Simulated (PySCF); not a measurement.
# In2+: bond curves at several levels of theory

One job finds the state of In2+, follows it along the bond with each method and fits the curves.

Method: In def2-SVP with ECP28, scalar-relativistic core potentials; program: PySCF 2.14.0.

## (1) Input

The job is set up so:

| Property | Result |
| --- | --- |
| atoms | In, In |
| charge | 1 |
| basis | In def2-SVP with ECP28 |
| Hamiltonian | scalar-relativistic core potentials |
| basis functions | 52 |
| electrons treated | 41 |
| masses in u | 114.9039, 114.9039 |
| levels | PBE0, PBE, r²SCAN, LDA, TPSSh, PBEsol, HF, MP2, SCS-MP2, CCSD, CCSD(T) |
| grid | 80 radial by 434 angular points |
| occupations | held fixed by the projection of orbital angular momentum |
| dissociation limit | In+ + In, each in its ground configuration |
| starting distance in angstrom | 2.880 |
| values of 2S to try | 1, 3 |

Launch:

```bash
$ OMP_NUM_THREADS=1 python dia.py task.json out
```

Further steps of the session: The PBE0 curve of the state that the search chose; Other states along the same grid; PBE (GGA); r²SCAN (meta-GGA); LDA; TPSSh (hybrid meta-GGA); PBEsol; UHF; Adding correlation.

Before running it: what results should come out? Wanted: for each run, Re; ωe; De.

**Answer**, as computed:

Lowest PBE0 solution found, without spin–orbit coupling: ²Σg⁺ (doublet), unpaired electrons σ ↑. State 2 has its PBE0 minimum 0.63 eV higher. The other levels ran on the lowest alone.

| level | Re (Å) | ωe (cm⁻¹) | De (eV) |
| --- | --- | --- | --- |
| UHF | 3.631 | 70.3 | 1.05 |
| UHF-MP2 | 3.524 | 75.1 | 1.20 |
| UHF-SCS-MP2 | 3.554 | 73.1 | 1.14 |
| UHF-CCSD | 3.533 | 75.6 | 1.18 |
| UHF-CCSD(T) | 3.520 | 76.5 | 1.21 |
| LDA | 3.498 | 71.1 | 1.66 |
| PBE | 3.633 | 64.7 | 1.49 |
| PBEsol | 3.554 | 68.6 | 1.55 |
| r²SCAN | 3.573 | 68.8 | 1.48 |
| TPSSh | 3.577 | 68.0 | 1.43 |
| PBE0 | 3.563 | 70.8 | 1.42 |

De is counted to In+ + In in their ground configurations.

Differences from CCSD(T) in the same basis:

| level | Re (mÅ) | ωe (%) |
| --- | --- | --- |
| UHF | +111 | -8.2 |
| UHF-MP2 | +3 | -1.9 |
| UHF-SCS-MP2 | +34 | -4.5 |
| UHF-CCSD | +12 | -1.2 |
| LDA | -22 | -7.1 |
| PBE | +113 | -15.4 |
| PBEsol | +33 | -10.4 |
| r²SCAN | +53 | -10.1 |
| TPSSh | +57 | -11.1 |
| PBE0 | +42 | -7.6 |

What this shows: Judged by CCSD(T) in the same basis: best bond length UHF-MP2 (+3 mÅ), worst PBE (+113 mÅ); best wavenumber UHF-CCSD (-1.2 %), worst PBE (-15.4 %). CCSD(T) in a basis this small is itself some way from its limit, more so than the functionals. Of the levels with a De here, UHF gives the least (1.05 eV) and LDA the most (1.66 eV).

Correlated steps freeze 8 core orbitals. These are scalar-relativistic numbers at best; spin–orbit coupling would shift them, the dissociation energy most.
